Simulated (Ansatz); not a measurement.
# SiGeH (doublet): wave-function methods side by side at angle Ge2–Si1–H3 = 180.0°, cc-pVDZ

How much of the correlation energy of SiGeH (doublet) does each wave-function method recover here?

Program: Ansatz 0.2.0, Gaussian basis. Level of theory: cc-pVDZ, core rule «outside noble gas», up to 19 orbitals frozen. These are calculated values, not measurements.

Plan: UHF; CCSD(T) on ROHF; CCSD(T) on UHF; BCCD(T) on ROHF; CISD; CCSDT(Q) on ROHF; CCSDT(Q) on UHF; CCSDTQ on ROHF; CASSCF and MRCISD+Q, 3 electrons in 3 orbitals; CASSCF and NEVPT2, 3 electrons in 3 orbitals; CASSCF and MRCISD+Q, 9 electrons in 9 orbitals; CASSCF and MRCISD+Q(relaxed), 9 electrons in 9 orbitals; CASSCF and NEVPT2, 9 electrons in 9 orbitals.

### Step 1. The geometry

The geometry derives from a PBE0/def2-TZVP stationary point (not a proven minimum). One angle is set to the value named; bond lengths are kept. No spin-orbit coupling is included. The filled d shell of Ge may be among the frozen orbitals whatever the setting's name suggests; the logs give the count.

3 atoms, charge 0, spin multiplicity 2.

Atoms are counted from 1 here; the program's logs count them from 0.

Bond lengths: Si1–Ge2 2.190 Å, Si1–H3 1.495 Å. Angles: Ge2–Si1–H3 180.0°.

### Step 2. UHF

in.yaml reads:

```yaml
crystal:
  periodic: [false, false, false]
  atoms:
    - {symbol: Si, position_ang: [0.000000, 0.000000, 0.231514]}
    - {symbol: Ge, position_ang: [0.000000, 0.000000, -1.958437]}
    - {symbol: H, position_ang: [0.000000, 0.000000, 1.726924]}
basis:
  gaussian: {orbitals: cc-pVDZ}
magnetization: {spin_polarized: true, initial_magnetization: 1}
hamiltonian: {xc: hf}
output: {orbitals: {seedname: orbitals}}
```

Run with:

```
$ ansatz run in.yaml --threads 1 --pin off --events-out ev --progress --plain --max-ram 8192MiB --backend cpu
```

Further steps of the session: CCSD(T) on ROHF; CCSD(T) on UHF; BCCD(T) on ROHF; CISD; CCSDT(Q) on ROHF; CCSDT(Q) on UHF; CCSDTQ on ROHF; CASSCF and MRCISD+Q, 3 electrons in 3 orbitals; CASSCF and NEVPT2, 3 electrons in 3 orbitals; CASSCF and MRCISD+Q, 9 electrons in 9 orbitals; CASSCF and MRCISD+Q(relaxed), 9 electrons in 9 orbitals; CASSCF and NEVPT2, 9 electrons in 9 orbitals.

**Question.** What will the summary of the whole plan be? Wanted: RCCSDTQ below the RHF energy; RMP2 from RCCSDTQ; UMP2 from RCCSDTQ; RCCSD from RCCSDTQ; RCCSD(T) from RCCSDTQ; UCCSD(T) from RCCSDTQ; RCCSDT(Q) from RCCSDTQ; UCCSDT(Q) from RCCSDTQ; NEVPT2 pair from RCCSDTQ.

As calculated:

| quantity | value |
| --- | --- |
| RCCSDTQ below the RHF energy | -5.4848 eV |
| RMP2 from RCCSDTQ | +1131.8 meV |
| UMP2 from RCCSDTQ | +1465.0 meV |
| RCCSD from RCCSDTQ | +341.7 meV |
| RCCSD(T) from RCCSDTQ | +66.0 meV |
| UCCSD(T) from RCCSDTQ | +88.8 meV |
| RCCSDT(Q) from RCCSDTQ | +1.3 meV |
| UCCSDT(Q) from RCCSDTQ | -0.1 meV |
| NEVPT2 pair from RCCSDTQ | +1083.5 meV |
| MRCISD+Q pair from RCCSDTQ | +74.5 meV |
| NEVPT2 valence from RCCSDTQ | +781.5 meV |
| levels within 1 kcal/mol (43 meV) | RCCSDT, UCCSDT, RCCSDT(Q), UCCSDT(Q), MRCISD+Q valence, MRCISD+Q(relaxed) valence |
| T1 diagnostic | 0.023 |
| effectively unpaired electrons | 1.13 |

**Reading.** RCCSD(T) lands +66.0 meV from the yardstick (1.2 % of the correlation energy). CCSD(T) misses by +66.0 meV on the restricted determinant and by +88.8 meV on the unrestricted one; the two need not hold the same state or core. One determinant dominates. Of the multireference levels listed MRCISD+Q valence comes nearest in total energy (-4.5 meV), which doesn't show that its space is the better one. Coupled cluster took another determinant than the lowest Hartree-Fock one. These misses are within one basis, not against nature; the frozen cores of restricted and unrestricted runs differ, which can shift their rows.
